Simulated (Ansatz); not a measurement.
# CH8FNO2Si2: a ladder of functionals and wavefunction methods

The task here is to estimate one member of a computed series from the others.

The runs use Ansatz 0.2.0, Gaussian basis; functionals in def2-TZVPP, the program's frozen cores in correlated methods.

The runs, in order: PBE-D4, r2SCAN-D4, PBE0-D4, B3LYP-D4, ωB97X-V, ωB97M-V, B2PLYP; CCSD(T)/def2-TZVPP; MP2/def2-QZVPP; extrapolation to the limit.

**The geometry**

An earlier PBE0-D4 in a triple-zeta def2 set relaxation fixed the geometry.

SMILES `CN([SiH2]O)[SiH](O)F`, 15 atoms, charge 0, spin multiplicity 1.

Atoms are counted from 1 here; the program's logs count them from 0.

Bond lengths: C1–N2 1.465 Å, C1–H8 1.095 Å, C1–H9 1.095 Å, C1–H10 1.090 Å, N2–Si3 1.737 Å, N2–Si5 1.702 Å, Si3–O4 1.637 Å, Si3–H11 1.484 Å, Si3–H12 1.490 Å, O4–H13 0.963 Å, Si5–O6 1.644 Å, Si5–F7 1.597 Å, Si5–H14 1.472 Å, O6–H15 0.960 Å. Angles: N2–C1–H8 110.7°, N2–C1–H9 111.9°, N2–C1–H10 110.9°, H8–C1–H9 107.9°, H8–C1–H10 107.1°, H9–C1–H10 108.2°, C1–N2–Si3 115.5°, C1–N2–Si5 122.1°, Si3–N2–Si5 122.2°, N2–Si3–O4 109.7°, N2–Si3–H11 110.5°, N2–Si3–H12 108.2°, O4–Si3–H11 107.2°, O4–Si3–H12 112.5°, H11–Si3–H12 108.7°, Si3–O4–H13 116.8°, N2–Si5–O6 110.7°, N2–Si5–F7 107.1° and more.

Set-up of the first run:

Input file in.yaml:

```yaml
crystal:
  periodic: [false, false, false]
  atoms:
    - {symbol: C, position_ang: [1.258541, 0.971247, 1.007967]}
    - {symbol: N, position_ang: [0.315019, 0.238631, 0.160431]}
    - {symbol: Si, position_ang: [0.875638, -1.294635, -0.431961]}
    - {symbol: O, position_ang: [-0.164771, -1.864230, -1.559803]}
    - {symbol: Si, position_ang: [-1.174368, 0.906863, -0.320716]}
    - {symbol: O, position_ang: [-2.329867, -0.258898, -0.413743]}
    - {symbol: F, position_ang: [-1.580259, 1.990916, 0.778797]}
    - {symbol: H, position_ang: [1.673668, 0.315654, 1.780996]}
    - {symbol: H, position_ang: [2.094004, 1.380144, 0.430137]}
    - {symbol: H, position_ang: [0.761457, 1.796124, 1.519441]}
    - {symbol: H, position_ang: [2.197254, -1.147027, -1.090053]}
    - {symbol: H, position_ang: [1.021411, -2.217890, 0.728807]}
    - {symbol: H, position_ang: [-1.104349, -1.764446, -1.374384]}
    - {symbol: H, position_ang: [-1.200498, 1.574304, -1.631999]}
    - {symbol: H, position_ang: [-2.642870, -0.626777, 0.416072]}
basis:
  gaussian: {orbitals: def2-TZVPP}
hamiltonian: {xc: pbe, dispersion: d4}
output: {forces: true, orbitals: {seedname: orbitals}}
```

On the command line:

```sh
$ ansatz run in.yaml --threads 2 --pin off --events-out ev --progress --plain --max-ram 22528MiB --backend cuda --devices 0, --max-vram 18GiB
```

Among the steps run: PBE-D4 (GGA); r2SCAN-D4 (meta-GGA); PBE0-D4 (hybrid); B3LYP-D4 (hybrid); ωB97X-V (range-separated); ωB97M-V (range-separated); B2PLYP (double hybrid); CCSD(T) in def2-TZVPP; MP2 in def2-QZVPP.

One table of the session follows, with a row left open; its other results are not shown here.

| method | atomisation energy (kJ/mol) |
| --- | --- |
| PBE-D4 | 5805.6 |
| r2SCAN-D4 | 5749.6 |
| PBE0-D4 | 5700.9 |
| B3LYP-D4 | 5743.4 |
| ωB97X-V | 5779.8 |
| ωB97M-V | 5778.8 |
| B2PLYP | 5691.1 |
| HF/def2-TZVPP | 4150.7 |
| MP2/def2-TZVPP | 5728.4 |
| CCSD/def2-TZVPP | 5527.7 |
| CCSD(T)/def2-TZVPP | 5608.7 |
| MP2/CBS | 5903.3 |
| CCSD(T)/CBS | ? |

Estimate the missing values for CCSD(T)/CBS.

As computed: atomisation energy (kJ/mol): 5783.7. In the column «atomisation energy (kJ/mol)» it lies between ωB97X-V (5779.8) and PBE-D4 (5805.6).
